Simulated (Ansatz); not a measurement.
Predict the output of the script below (Ansatz 0.2.0 through its Python package).

`scan_bgeh2is.py`
```python
'''Stretching a bond of BGeH2IS, the rest held rigid.'''

import logging
import sys

import ansatz as az
import matplotlib.pyplot as plt
import numpy as np

logging.basicConfig(stream=sys.stdout, format='%(levelname)s:%(name)s:%(message)s')
log = logging.getLogger('bgeh2is')
log.setLevel(logging.INFO)

geometry_ang = [
    ('I', (-1.7066, -2.6447, -0.1965)),
    ('B', (-0.3137, -1.0463, 0.3624)),
    ('S', (1.5446, -0.5502, 0.4381)),
    ('Ge', (0.3205, 0.9527, -0.0872)),
    ('H', (0.2531, 1.2592, -1.6169)),
    ('H', (-0.0558, 1.9652, 1.0538)),
]
system = az.Crystal.molecule()
for symbol, xyz in geometry_ang:
    system = system.atom(symbol, xyz)

symbols = [site.symbol for site in system.cartesian_sites]
start = np.array([site.position_ang for site in system.cartesian_sites])
axis = (start[4] - start[3]) / np.linalg.norm(start[4] - start[3])
moving = [4]
lengths, energies = [1.374, 1.437, 1.499, 1.562, 1.624, 1.686, 1.749, 1.843], []
for length in lengths:
    xyz = start.copy()
    xyz[moving] += (length - np.linalg.norm(start[4] - start[3])) * axis
    point = az.Crystal.molecule()
    for symbol, place in zip(symbols, xyz):
        point = point.atom(symbol, place.tolist())
    calc = point.calculation().basis(gaussian='def2-SVP').functional('pbe', dispersion='d4')
    r = calc.run().report
    energies.append(r['free_energy_ev'])
    log.info(f'r = {length:6.3f} A  E = {energies[-1]:.5f} eV  <S^2> = {abs(r["mean_field"]["state"]["spin_squared"]):.3f}')

# quartic fit about the minimum
fit = np.polynomial.Polynomial.fit(lengths, np.array(energies) - min(energies), 4).convert()
roots = [r.real for r in fit.deriv().roots() if abs(r.imag) < 1e-9 and fit.deriv(2)(r.real) > 0]
r_e = min(roots, key=lambda r: abs(r - lengths[int(np.argmin(energies))]))
log.info(f'minimum of the fit at {r_e:.4f} A, force constant {fit.deriv(2)(r_e):.2f} eV/A^2')
plt.figure(figsize=(4.5, 3))
plt.plot(lengths, np.array(energies) - min(energies), 'o-')
plt.xlabel('bond length (A)')
plt.ylabel('E - E(min) (eV)')
plt.tight_layout()
plt.savefig('scan.png', dpi=100)
```

```console
$ python scan_bgeh2is.py
INFO:bgeh2is:r =  1.374 A  E = -76137.06209 eV  <S^2> = 0.000
INFO:bgeh2is:r =  1.437 A  E = -76137.25390 eV  <S^2> = 0.000
INFO:bgeh2is:r =  1.499 A  E = -76137.34321 eV  <S^2> = 0.000
INFO:bgeh2is:r =  1.562 A  E = -76137.35682 eV  <S^2> = 0.000
INFO:bgeh2is:r =  1.624 A  E = -76137.31274 eV  <S^2> = 0.000
INFO:bgeh2is:r =  1.686 A  E = -76137.22617 eV  <S^2> = 0.000
INFO:bgeh2is:r =  1.749 A  E = -76137.10672 eV  <S^2> = 0.000
INFO:bgeh2is:r =  1.843 A  E = -76136.89245 eV  <S^2> = 0.000
INFO:bgeh2is:minimum of the fit at 1.5427 A, force constant 16.27 eV/A^2
```

Reading the output:
- Total energies depend on the basis set; only differences at equal settings carry meaning.
- The rest of the molecule is held rigid at a force-field or estimated start geometry, and the basis set is modest; single-reference methods fail as a bond breaks.
- def2 sets replace the cores of elements past krypton by effective core potentials.
- The orbitals are restricted, so S² is zero by construction.
- It ran for 11 s on 1 thread of Intel(R) Xeon(R) Processor @ 2.30GHz, with other jobs on the host, peak memory 0.29 GiB.
